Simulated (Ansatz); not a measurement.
Ba₃SbP (distorted cell), a check of forces and pressure against finite differences

Program: Ansatz's Python interface.

The cells in order, each with its output:

**Cell 1**
```python
import warnings

import ansatz
import numpy as np

params = {
    "functional": "pbesol",
    "filling": "fixed",
    "cutoff_ev": 540,
    "mesh": (2, 2, 2),
    "scf_tol": 1e-09,
}

VECTORS = np.array([
    [6.13125, -0.05637, -0.02136],
    [-0.05637, 6.04514, 0.06858],
    [-0.02136, 0.06858, 6.00967],
])
SITES = [
    ("Ba", (0.99569, 0.50258, 0.4937)),
    ("Ba", (0.50296, 0.99572, 0.50312)),
    ("Ba", (0.4998, 0.49807, 0.00232)),
    ("Sb", (0.00213, 0.99981, 0.99562)),
    ("P", (0.49957, 0.50182, 0.49242)),
]
```

**Cell 2**
```python
def make_crystal(cell):
    crystal = ansatz.Crystal(lattice=ansatz.Lattice.of(cell))
    for symbol, position in SITES:
        crystal = crystal.atom(symbol, position)
    return crystal
```

**Cell 3**
```python
warnings.simplefilter("ignore", ansatz.DeckWarning)
```

**Cell 4**
```python
def solve(crystal):
    return (
        crystal.calculation()
        .functional(params["functional"])
        .occupations(params["filling"])
        .basis(params["cutoff_ev"], xc_grid=2)
        .kpoints(*params["mesh"])
        .scf(tolerance=params["scf_tol"])
        .forces()
        .stress()
        .run(threads=1)
    ).report
```

**Cell 5**
```python
centre = solve(make_crystal(VECTORS))
start = make_crystal(VECTORS)
# move one atom both ways along a Cartesian axis
print(f"force on atom 0 along y: analytic {centre['forces_ev_ang'][0][1]:.4f} eV/A")
for h in (0.004, 0.016):
    shift = np.eye(3)[1] * h @ np.linalg.inv(VECTORS)
    plus, minus = (solve(start.move(0, to=np.array(SITES[0][1]) + sign * shift))["lagrangian_ev"] for sign in (1, -1))
    print(f"  step {h} A: numerical {-(plus - minus) / (2 * h):.4f} eV/A")
# P = -dF/dV; the difference feels the change of the plane-wave count with the cell
volume = abs(np.linalg.det(VECTORS))
larger, smaller = (solve(make_crystal(VECTORS * (1 + sign * 0.005) ** (1 / 3)))["lagrangian_ev"] for sign in (1, -1))
numerical = -(larger - smaller) / (0.01 * volume) * 160.21766
print(f"pressure: analytic {np.trace(centre['stress_gpa']) / 3:.3f}, numerical {numerical:.3f} GPa")
```
Output:
```text
force on atom 0 along y: analytic -0.0216 eV/A
  step 0.004 A: numerical -0.0216 eV/A
  step 0.016 A: numerical -0.0216 eV/A
pressure: analytic -0.277, numerical -0.276 GPa
```

Energy and stress may still move on a finer k-point mesh. The program warned that this SCF threshold is loose for forces or stresses. Pressure is positive in compression. The cell is a database structure, distorted on purpose. The central difference errs as the square of the step, so the shorter step is the fairer test; what remains comes from the finite grid and the SCF threshold. The script silences the warnings on its input, which a real study should read. Run time: 38 s on 1 thread of Arm Neoverse V2, with other jobs on the host, peak memory 0.57 GiB.
